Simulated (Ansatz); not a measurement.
# As2Se: a tetragonal deformation path

This session takes As2Se and sets out to follow a tetragonal deformation at fixed volume.

Method: DFT PBEsol, scalar-relativistic, plane waves, PAW, in Ansatz 0.2.0.

1 further run of the same task is left out (set aside as unsound or not needed). Runs told in other sessions of the task aren't counted.

## Step 1: The starting structure

The structure is tetragonal, space group I4_1/amd (No. 141). Conventional cell: a = 6.940 Å, b = 6.940 Å, c = 5.231 Å, α = 90.00°, β = 90.00°, γ = 90.00°. Around As (site symmetry 2/m) lie 2 Se at 2.62 Å and 4 As at 2.78 Å. Around Se (site symmetry -4m2) lie 4 As at 2.62 Å.

As a file:

```cif
data_structure
_symmetry_space_group_name_H-M 'P 1'
_symmetry_Int_Tables_number 1
_cell_length_a 5.5609
_cell_length_b 5.5609
_cell_length_c 5.5609
_cell_angle_alpha 102.782
_cell_angle_beta 102.782
_cell_angle_gamma 123.884
_cell_volume 125.98
loop_
_atom_site_label
_atom_site_type_symbol
_atom_site_fract_x
_atom_site_fract_y
_atom_site_fract_z
_atom_site_occupancy
As1 As 0.87500 0.12500 0.75000 1
As2 As 0.37500 0.12500 0.25000 1
As3 As 0.87500 0.62500 0.75000 1
As4 As 0.87500 0.12500 0.25000 1
Se1 Se 0.50000 0.50000 0.00000 1
Se2 Se 0.25000 0.75000 0.50000 1
```

It goes back to an entry of the Materials Project, which need not be the stable form.

It is the result of an earlier relaxation at this level (volume 21.00 Å³/atom; gap on the mesh: none (metal)).

## Step 2: The reference: the undisturbed cell on the scan's mesh

Contents of input.yaml:

```yaml
crystal:
  lattice:
    - [-3.4699915842, 3.4699915842, 2.6156397691]
    - [3.4699915842, -3.4699915842, 2.6156397691]
    - [3.4699915842, 3.4699915842, -2.6156397691]
  atoms:
    - { symbol: As, position: [0.875, 0.125, 0.75] }
    - { symbol: As, position: [0.375, 0.125, 0.25] }
    - { symbol: As, position: [0.875, 0.625, 0.75] }
    - { symbol: As, position: [0.875, 0.125, 0.25] }
    - { symbol: Se, position: [0.5, 0.5, 0.0] }
    - { symbol: Se, position: [0.25, 0.75, 0.5] }
basis:
  ecutwfc: 420
kpoints:
  mp_grid: { grid: [12, 12, 12] }
hamiltonian:
  xc: pbesol
scf:
  occupations: { method: gaussian, width: 0.15 }
output:
  forces: true
  stress: true
  eigenvalues: true
```

Started as:

```sh
> ansatz run input.yaml --threads 1 --pin off --max-ram 2560MiB --backend cpu --events-out ev --progress --plain --runs-dir out
```

## Step 3: Setting up a tetragonal deformation path

At fixed volume and fractional coordinates, lengths along (0.000, 0.000, 1.000) are scaled against those across it; ρ is that ratio over its starting value.

## Step 4: Point ρ = 0.850

input.yaml: that of step 2 with these lines changed.

```diff
@@ -2,5 +2,5 @@
   lattice:
-    - [-3.4699915842, 3.4699915842, 2.6156397691]
-    - [3.4699915842, -3.4699915842, 2.6156397691]
-    - [3.4699915842, 3.4699915842, -2.6156397691]
+    - [-3.6631562719, 3.6631562719, 2.3470583267]
+    - [3.6631562719, -3.6631562719, 2.3470583267]
+    - [3.6631562719, 3.6631562719, -2.3470583267]
   atoms:
```

## Step 5: Point ρ = 1.200

input.yaml: that of step 4 with these lines changed.

```diff
@@ -2,5 +2,5 @@
   lattice:
-    - [-3.6631562719, 3.6631562719, 2.3470583267]
-    - [3.6631562719, -3.6631562719, 2.3470583267]
-    - [3.6631562719, 3.6631562719, -2.3470583267]
+    - [-3.2653871006, 3.2653871006, 2.9536935136]
+    - [3.2653871006, -3.2653871006, 2.9536935136]
+    - [3.2653871006, 3.2653871006, -2.9536935136]
   atoms:
```

## Step 6: Point ρ = 0.920

input.yaml: that of step 5 with these lines changed.

```diff
@@ -2,5 +2,5 @@
   lattice:
-    - [-3.2653871006, 3.2653871006, 2.9536935136]
-    - [3.2653871006, -3.2653871006, 2.9536935136]
-    - [3.2653871006, 3.2653871006, -2.9536935136]
+    - [-3.5677888648, 3.5677888648, 2.4742095762]
+    - [3.5677888648, -3.5677888648, 2.4742095762]
+    - [3.5677888648, 3.5677888648, -2.4742095762]
   atoms:
@@ -24 +24,5 @@
   eigenvalues: true
+  write_density: true
+  write_potential: true
+  elf: true
+  volumetric_format: npy
```

## Step 7: ρ = 1.100

input.yaml: that of step 6 with these lines changed.

```diff
@@ -2,5 +2,5 @@
   lattice:
-    - [-3.5677888648, 3.5677888648, 2.4742095762]
-    - [3.5677888648, -3.5677888648, 2.4742095762]
-    - [3.5677888648, 3.5677888648, -2.4742095762]
+    - [-3.3614825397, 3.3614825397, 2.7872315885]
+    - [3.3614825397, -3.3614825397, 2.7872315885]
+    - [3.3614825397, 3.3614825397, -2.7872315885]
   atoms:
@@ -24,5 +24 @@
   eigenvalues: true
-  write_density: true
-  write_potential: true
-  elf: true
-  volumetric_format: npy
```

## Step 8: Point ρ = 0.960

input.yaml: that of step 7 with these lines changed.

```diff
@@ -2,5 +2,5 @@
   lattice:
-    - [-3.3614825397, 3.3614825397, 2.7872315885]
-    - [3.3614825397, -3.3614825397, 2.7872315885]
-    - [3.3614825397, 3.3614825397, -2.7872315885]
+    - [-3.517531623, 3.517531623, 2.5454159077]
+    - [3.517531623, -3.517531623, 2.5454159077]
+    - [3.517531623, 3.517531623, -2.5454159077]
   atoms:
```

## Step 9: ρ = 1.050

input.yaml: that of step 8 with these lines changed.

```diff
@@ -2,5 +2,5 @@
   lattice:
-    - [-3.517531623, 3.517531623, 2.5454159077]
-    - [3.517531623, -3.517531623, 2.5454159077]
-    - [3.517531623, 3.517531623, -2.5454159077]
+    - [-3.4140141894, 3.4140141894, 2.702116885]
+    - [3.4140141894, -3.4140141894, 2.702116885]
+    - [3.4140141894, 3.4140141894, -2.702116885]
   atoms:
```

## Step 10: At ρ = 0.800

input.yaml: that of step 9 with these lines changed.

```diff
@@ -2,5 +2,5 @@
   lattice:
-    - [-3.4140141894, 3.4140141894, 2.702116885]
-    - [3.4140141894, -3.4140141894, 2.702116885]
-    - [3.4140141894, 3.4140141894, -2.702116885]
+    - [-3.7379351216, 3.7379351216, 2.2540900221]
+    - [3.7379351216, -3.7379351216, 2.2540900221]
+    - [3.7379351216, 3.7379351216, -2.2540900221]
   atoms:
```

## Step 11: ρ = 1.300

input.yaml: that of step 10 with these lines changed.

```diff
@@ -2,5 +2,5 @@
   lattice:
-    - [-3.7379351216, 3.7379351216, 2.2540900221]
-    - [3.7379351216, -3.7379351216, 2.2540900221]
-    - [3.7379351216, 3.7379351216, -2.2540900221]
+    - [-3.1794156239, 3.1794156239, 3.1155890354]
+    - [3.1794156239, -3.1794156239, 3.1155890354]
+    - [3.1794156239, 3.1794156239, -3.1155890354]
   atoms:
```

(Steps that only read results are left out.)

Q: Predict the outcome of this session. Wanted: highest point.

As calculated:

| quantity | value |
| --- | --- |
| highest point | 200.7 meV/atom at ρ = 1.300 |

**Reading.** No sampled point lies below the undisturbed cell. No further minimum shows among the sampled points.
